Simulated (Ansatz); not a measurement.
**CH₄BOS radical: one species, many methods**

Aim: compute CH₄BOS radical with functionals from several rungs and with coupled cluster. The yardstick is the atomisation energy at the CCSD(T) limit.

The runs use Ansatz 0.2.0, Gaussian basis; functionals in def2-TZVPP, the program's frozen cores in correlated methods.

Plan: PBE-D4, r2SCAN-D4, PBE0-D4, B3LYP-D4, ωB97X-V, ωB97M-V, B2PLYP; CCSD(T)/def2-TZVPP; CCSD(T)/def2-QZVPP; extrapolation to the limit.

### 1 The geometry

The geometry comes from an earlier relaxation with PBE0-D4 in a triple-zeta def2 set; it is a stationary point, not always the lowest conformer.

SMILES `CO[B]S`, 8 atoms, charge 0, spin multiplicity 2.

Atoms are counted from 1 here; the program's logs count them from 0.

Bond lengths: C1–O2 1.418 Å, C1–H5 1.091 Å, C1–H6 1.091 Å, C1–H7 1.092 Å, O2–B3 1.329 Å, B3–S4 1.798 Å, S4–H8 1.341 Å. Angles: O2–C1–H5 108.5°, O2–C1–H6 108.6°, O2–C1–H7 111.1°, H5–C1–H6 109.2°, H5–C1–H7 109.7°, H6–C1–H7 109.7°, C1–O2–B3 123.3°, O2–B3–S4 122.3°, B3–S4–H8 95.3°.

### 2 PBE-D4 (GGA)

Contents of in.yaml:

```yaml
crystal:
  periodic: [false, false, false]
  atoms:
    - {symbol: C, position_ang: [-0.786051, 0.458947, 1.106669]}
    - {symbol: O, position_ang: [0.148610, -0.362692, 0.426856]}
    - {symbol: B, position_ang: [0.472897, -0.195995, -0.850969]}
    - {symbol: S, position_ang: [1.660862, -1.256096, -1.686292]}
    - {symbol: H, position_ang: [-0.285071, 0.923997, 1.956910]}
    - {symbol: H, position_ang: [-1.600557, -0.169057, 1.470552]}
    - {symbol: H, position_ang: [-1.183814, 1.231740, 0.445506]}
    - {symbol: H, position_ang: [1.573124, -0.630844, -2.869234]}
basis:
  gaussian: {orbitals: def2-TZVPP}
magnetization: {spin_polarized: true, initial_magnetization: 1}
hamiltonian: {xc: pbe, dispersion: d4}
output: {forces: true, orbitals: {seedname: orbitals}}
```

The run is started by

```bash
ansatz run in.yaml --threads 2 --pin off --events-out ev --progress --plain --max-ram 22528MiB --backend cpu
```

The runs that follow: r2SCAN-D4 (meta-GGA); PBE0-D4 (hybrid); B3LYP-D4 (hybrid); ωB97X-V (range-separated); ωB97M-V (range-separated); B2PLYP (double hybrid); CCSD(T) in def2-TZVPP; CCSD(T) in def2-QZVPP.

Q: Predict the results of all the runs planned. Wanted: atomisation energy, CCSD(T)/CBS; farthest; mean size of error, hybrid; mean size of error, range-separated; gap, smallest and largest; T1 diagnostic; triples share of the correlation energy.

The runs gave:

| quantity | value |
| --- | --- |
| atomisation energy, CCSD(T)/CBS | 30.119 eV |
| functionals within 0.151 eV (0.5 %) | B2PLYP |
| farthest | PBE-D4 (+1.041 eV) |
| mean size of error, hybrid | 0.285 eV |
| mean size of error, range-separated | 0.211 eV |
| gap, smallest and largest | 1.99 eV (PBE-D4), 8.08 eV (ωB97X-V) |
| T1 diagnostic | 0.0155 |
| triples share of the correlation energy | 4.0 % |

PBE-D4 is off by +1.041 eV. Double hybrids carry the basis error of their MP2 part in triple zeta, and no dispersion term here, so their miss is partly the set-up's. Misses under about 0.151 eV are within the doubt on the reference itself, which lacks core-valence correlation, relativity and higher excitations. Hartree-Fock recovers 73 % of the binding; the rest is correlation. The gap grows from 2.0 to 8.1 eV across the functionals, mostly with the share of exact exchange.
